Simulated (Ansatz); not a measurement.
Geometry optimisation, DFT PBE, scalar-relativistic, plane waves, PAW (Ansatz).

The input (input.yaml):

```yaml
accuracy: low
crystal:
  lattice:
    - [-3.2533, -5.634881, 0.0]
    - [4.87995, -2.81744, 0.0]
    - [0.0, 0.0, 5.2073]
  atoms:
    - { symbol: Zn, position: [0.5, 0.3333333, 0.0] }
    - { symbol: Zn, position: [0.5, 0.6666667, 0.5] }
    - { symbol: O, position: [0.5, 0.3333333, 0.382] }
    - { symbol: O, position: [0.5, 0.6666667, 0.882] }
    - { symbol: Zn, position: [0.25, 0.8333333, 0.0] }
    - { symbol: Zn, position: [0.25, 0.1666667, 0.5] }
    - { symbol: O, position: [0.25, 0.8333333, 0.382] }
    - { symbol: O, position: [0.25, 0.1666667, 0.882] }
    - { symbol: Zn, position: [0.0, 0.3333333, 0.0] }
    - { symbol: Zn, position: [0.0, 0.6666667, 0.5] }
    - { symbol: O, position: [0.0, 0.3333333, 0.382] }
    - { symbol: O, position: [0.0, 0.6666667, 0.882] }
    - { symbol: Zn, position: [0.75, 0.8333333, 0.0] }
    - { symbol: Zn, position: [0.75, 0.1666667, 0.5] }
    - { symbol: O, position: [0.75, 0.8333333, 0.382] }
    - { symbol: O, position: [0.75, 0.1666667, 0.882] }
    - { symbol: H, position: [0.2516032, 0.6559769, 0.6867773] }
total_charge: 1
basis:
  ecutwfc: 420.0
kpoints:
  mp_grid: { grid: [2, 2, 2] }
hamiltonian:
  xc: pbe
  pseudopotentials: { kind: paw, azcp: { folder: soft_1 } }
scf:
  occupations: { method: fermi_dirac, width: 0.05 }
  lower_state_search: "off"
relax:
  f_tol: 0.08
  max_steps: 25
  adjacent_minimum: "off"
```

Launched with:

```bash
$ ansatz run input.yaml --threads 1 --pin off --max-ram 3072MiB --backend cpu --events-out ev --progress --plain --runs-dir out
```

Where does it end, and by what steps?

The run converged. The force dipped under the threshold on the way, but the program's further checks kept it going. Limits of this set-up: coarse k mesh, a small cell, in which the defect meets its images, low accuracy level, charged cell in a uniform background, uncorrected. After 22 steps the energy has fallen by 2.377 eV; H17 moved furthest, 1.91 Å. Parted: Zn2–O7 (1.98 → 2.89 Å). Joined: Zn1–Zn2 (3.21 → 2.88 Å), Zn2–Zn10 (3.25 → 2.82 Å), Zn2–Zn13 (3.21 → 2.92 Å), Zn2–Zn14 (3.25 → 2.79 Å), O7–H17 (1.88 → 0.98 Å).

```json
{"step": "0", "energy less start (eV)": "0.0000", "largest force component (eV/Å)": "0.821", "accepted": "yes"}
{"step": "1", "energy less start (eV)": "-0.1772", "largest force component (eV/Å)": "0.746", "accepted": "yes"}
{"step": "2", "energy less start (eV)": "-0.3750", "largest force component (eV/Å)": "0.946", "accepted": "yes"}
{"step": "3", "energy less start (eV)": "-0.6151", "largest force component (eV/Å)": "1.458", "accepted": "yes"}
{"step": "4", "energy less start (eV)": "-0.8980", "largest force component (eV/Å)": "2.018", "accepted": "yes"}
{"step": "5", "energy less start (eV)": "-1.2295", "largest force component (eV/Å)": "2.515", "accepted": "yes"}
{"step": "6", "energy less start (eV)": "-1.9672", "largest force component (eV/Å)": "0.834", "accepted": "yes"}
{"step": "7", "energy less start (eV)": "-2.1410", "largest force component (eV/Å)": "0.514", "accepted": "yes"}
{"step": "8", "energy less start (eV)": "-2.1603", "largest force component (eV/Å)": "0.211", "accepted": "yes"}
{"step": "9", "energy less start (eV)": "-2.2024", "largest force component (eV/Å)": "0.163", "accepted": "yes"}
{"step": "10", "energy less start (eV)": "-2.1951", "largest force component (eV/Å)": "1.332", "accepted": "no"}
{"step": "11", "energy less start (eV)": "-2.2205", "largest force component (eV/Å)": "0.205", "accepted": "yes"}
{"step": "12", "energy less start (eV)": "-2.2442", "largest force component (eV/Å)": "0.306", "accepted": "yes"}
{"step": "13", "energy less start (eV)": "-2.2712", "largest force component (eV/Å)": "0.375", "accepted": "yes"}
{"step": "14", "energy less start (eV)": "-2.3019", "largest force component (eV/Å)": "0.375", "accepted": "yes"}
{"step": "15", "energy less start (eV)": "-2.3289", "largest force component (eV/Å)": "0.451", "accepted": "yes"}
{"step": "16", "energy less start (eV)": "-2.3593", "largest force component (eV/Å)": "0.198", "accepted": "yes"}
{"step": "17", "energy less start (eV)": "-2.3739", "largest force component (eV/Å)": "0.050", "accepted": "yes"}
{"step": "18", "energy less start (eV)": "-2.3740", "largest force component (eV/Å)": "0.050", "accepted": "yes"}
{"step": "19", "energy less start (eV)": "-2.3673", "largest force component (eV/Å)": "0.475", "accepted": "no"}
{"step": "20", "energy less start (eV)": "-2.3758", "largest force component (eV/Å)": "0.133", "accepted": "yes"}
{"step": "21", "energy less start (eV)": "-2.3770", "largest force component (eV/Å)": "0.013", "accepted": "yes"}
{"step": "22", "energy less start (eV)": "-2.3770", "largest force component (eV/Å)": "0.012", "accepted": "yes"}
```

```xyz
17
Lattice="-3.2533 -5.6349 0.0000 4.8800 -2.8174 0.0000 0.0000 0.0000 5.2073" Properties=species:S:1:pos:R:3
Zn -0.020 -3.631 0.149
Zn 1.024 -4.896 2.992
O -0.090 -3.662 2.102
O 1.623 -4.608 4.769
Zn 3.307 -3.656 -0.129
Zn 0.169 -1.840 2.722
O 3.431 -3.685 1.936
O 0.056 -1.800 4.663
Zn 1.661 -0.835 0.078
Zn 3.190 -1.846 2.671
O 1.665 -0.819 2.049
O 3.278 -1.770 4.631
Zn 1.652 -6.521 0.124
Zn -1.741 -4.605 2.735
O 1.567 -6.485 2.088
O -1.607 -4.595 4.693
H 2.737 -4.361 2.048
```

Time of the run: 3.3 min on 1 thread of Arm Neoverse V1, with other jobs on the host, peak memory 0.48 GiB.
